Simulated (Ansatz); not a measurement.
An input for Ansatz 0.2.0 (NaTb2Sc2FeO9):

File input.yaml:

```yaml
crystal:
  lattice:
    - [3.80379, 0.0, 0.0]
    - [0.0, 3.80379, 0.0]
    - [0.0, 0.0, 13.15626]
  atoms:
    - { symbol: Na, position: [0.5, 0.5, 0.88844] }
    - { symbol: Tb, position: [0.5, 0.5, 0.17369], spin: 6.0 }
    - { symbol: Tb, position: [0.5, 0.5, 0.5537], spin: 6.0 }
    - { symbol: Sc, position: [0.0, 0.0, 0.70528] }
    - { symbol: Sc, position: [0.0, 0.0, 0.32971] }
    - { symbol: Fe, position: [0.0, 0.0, 0.99894], spin: 3.0 }
    - { symbol: O, position: [0.0, 0.0, 0.85561] }
    - { symbol: O, position: [0.0, 0.5, 0.2741] }
    - { symbol: O, position: [0.5, 0.0, 0.2741] }
    - { symbol: O, position: [0.0, 0.0, 0.48107] }
    - { symbol: O, position: [0.0, 0.5, 0.64953] }
    - { symbol: O, position: [0.5, 0.0, 0.64953] }
    - { symbol: O, position: [0.0, 0.0, 0.13238] }
    - { symbol: O, position: [0.0, 0.5, 0.00696] }
    - { symbol: O, position: [0.5, 0.0, 0.00696] }
hamiltonian:
  xc: pbe
  pseudopotentials: { kind: nc }
magnetization:
  spin_polarized: true
kpoints:
  mp_grid: { grid: [7, 7, 2] }
scf:
  occupations: { method: fermi_dirac, width: 0.05 }
output:
  forces: true
  stress: true
  eigenvalues: true
```

Potentials or basis: Ansatz NC.

Run with:

```sh
$ ansatz run input.yaml --threads 8 --pin off --max-ram 20480MiB --backend cpu --events-out ev --progress --plain --runs-dir out
```

**Question.** Does this run start?

**Answer.** The run stopped without a result. It printed:

Output:

```text
Error: no pseudopotential record for Tb at <dir> Nothing was run.
  By this build's list the table `kind: nc`, `accuracy: standard` of `hamiltonian.pseudopotentials` has no Tb in this build's library.
Fix: take Tb from another table that serves this run, or name a record of your own for Tb alone.
  `kind`, and `accuracy` or `source` (`level` with this project's own files alone, `core` of norm-conserving files with no table named), under `hamiltonian.pseudopotentials` apply to every element of the deck. For PBE this build's library has files of Tb, which may not all serve this run, under
    kind: nc       accuracy: lanthanide_3plus (`lanthanide_3plus` for 3+ ions alone)
    kind: paw      source: ansatz or jth, or accuracy: standard or stringent (the limits of `source: ansatz`: that key's Limitations)
  To change Tb alone, name a record of the deck's `kind` under `hamiltonian.pseudopotentials.azcp`, as `Tb: <path>` (`python -m ansatz.pseudopotential add <file.upf> <file.azcp>` makes one from a UPF file).
  `python` is the interpreter of the environment that holds the engine's wheel, or a checkout's `.venv/bin/python`.
```
